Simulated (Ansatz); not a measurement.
# BGeO (doublet): from Hartree-Fock to the top rungs, cc-pVDZ

The task here is to estimate one member of a computed series from the others.

Computed with Ansatz 0.2.0, Gaussian basis. Level: cc-pVDZ, core rule «outside noble gas», up to 16 orbitals frozen.

The runs, in order: UHF; CCSD(T) on ROHF; CCSD(T) on UHF; BCCD(T) on ROHF; CISD; CCSDT(Q) on ROHF; CCSDT(Q) on UHF.

26 further runs of the same task are left out: 6 for a known fault of the program, 9 that didn't finish, 11 set aside as unsound or not needed.

### The system

The geometry is a PBE0/def2-TZVP stationary point (not a proven minimum). No spin-orbit coupling is included. The filled d shell of Ge may be among the frozen orbitals whatever the setting's name suggests; the logs give the count.

3 atoms, charge 0, spin multiplicity 2.

Atoms are counted from 1 here; the program's logs count them from 0.

Bond lengths: B1–O2 1.282 Å, O2–Ge3 1.826 Å. Angles: B1–O2–Ge3 180.0°.

Set-up of the first run:

Input file in.yaml:

```yaml
crystal:
  periodic: [false, false, false]
  atoms:
    - {symbol: B, position_ang: [0.000000, 0.000000, -1.463800]}
    - {symbol: O, position_ang: [0.000000, 0.000000, -0.181300]}
    - {symbol: Ge, position_ang: [0.000000, 0.000000, 1.645100]}
basis:
  gaussian: {orbitals: cc-pVDZ}
magnetization: {spin_polarized: true, initial_magnetization: 1}
hamiltonian: {xc: hf}
output: {orbitals: {seedname: orbitals}}
```

Started as:

```console
ansatz run in.yaml --threads 1 --pin off --events-out ev --progress --plain --max-ram 2393MiB
```

Steps of the session up to this table: UHF; CCSD(T) on ROHF; CCSD(T) on UHF; BCCD(T) on ROHF; CISD; CCSDT(Q) on ROHF; CCSDT(Q) on UHF.

One of the session's tables, all rows but one given; the rest of the session is left out.

It belongs to the step «Misses and costs». 

```
   method  from UCCSDT(Q) (kcal/mol)
     ROHF                    +211.05
      UHF                    +208.70
     RMP2                     +23.91
     UMP2                     +24.02
    RCCSD                      +7.77
    UCCSD                          ?
 RCCSD(T)                      +1.23
 UCCSD(T)                      +1.17
  BCCD(T)                      +1.07
   RCCSDT                      +0.76
   UCCSDT                      +0.69
RCCSDT(Q)                      +0.16
UCCSDT(Q)                          0
```

Q: Estimate the row for UCCSD from the others.

The run gave: from UCCSDT(Q) (kcal/mol): +7.65. In the column «from UCCSDT(Q) (kcal/mol)» it lies between RCCSD(T) (+1.23) and RCCSD (+7.77).

Not comparable, so not listed: CISD (they don't share determinant, frozen orbitals or solution with the rows shown, or repeat one).

Limits of these values: Restricted and unrestricted rows rest on different reference determinants; where their highest levels disagree by more than a few hundredths of an eV, they describe different states and don't form one ladder.
